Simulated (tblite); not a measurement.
# C2H13BGe2Si: the cost of one run

The runs use tblite 0.8.0 and PySCF 2.14.0, with density-fitted response routines of our own; the level of theory stands in each step. All values are computed, except where a source is named. Atoms count from 0, in the outputs and in this text.

**1. Starting geometry**

19 atoms, charge 0, multiplicity 1; geometry from: force field or distance geometry start.

Bonds of the start (Å): C0–B1 1.59, B1–C2 1.59, B1–Si3 1.95, Si3–Ge4 2.31, Ge4–Ge5 2.39, C0–H6 1.12, C0–H7 1.12, C0–H8 1.11, C2–H9 1.12, C2–H10 1.10, C2–H11 1.11, Si3–H12 1.46, Si3–H13 1.47, Ge4–H14 1.55, Ge4–H15 1.55, Ge5–H16 1.56, Ge5–H17 1.55, Ge5–H18 1.54.

**2. Optimising the geometry with GFN2-xTB**

The job: settings as JSON, then the geometry in Å.

```
{"job": {"kind": "relax", "xc": "GFN2-xTB", "basis": "xTB"}, "charge": 0, "multiplicity": 1}
C     -1.465700     0.815500     1.419900
B     -1.352600     0.060500     0.022100
C     -2.020100    -1.371800    -0.147200
Si    -0.302300     0.839900    -1.420200
Ge     1.866300     1.109200    -0.659500
Ge     2.595100    -0.946100     0.308800
H     -2.543900     1.014100     1.636400
H     -0.924700     1.789900     1.386500
H     -1.035500     0.187300     2.227300
H     -3.129300    -1.275300    -0.000900
H     -1.620800    -2.073900     0.600200
H     -1.833700    -1.769600    -1.165200
H     -0.872500     2.135800    -1.783200
H     -0.303400    -0.074300    -2.572200
H      1.894200     2.235200     0.410400
H      2.785500     1.493800    -1.841500
H      4.039200    -0.770900     0.867100
H      1.634700    -1.333400     1.463500
H      2.579800    -2.056600    -0.759700
```

The run is started by

```bash
$ OMP_NUM_THREADS=1 python probes_run.py task.json out
```

This one command runs all jobs of the session in turn.

**Question.** How long does this first job take on 1 thread of Arm Neoverse N1, shared host, and how much memory does it need?

About 2.7 s, with a peak of 0.18 GiB.
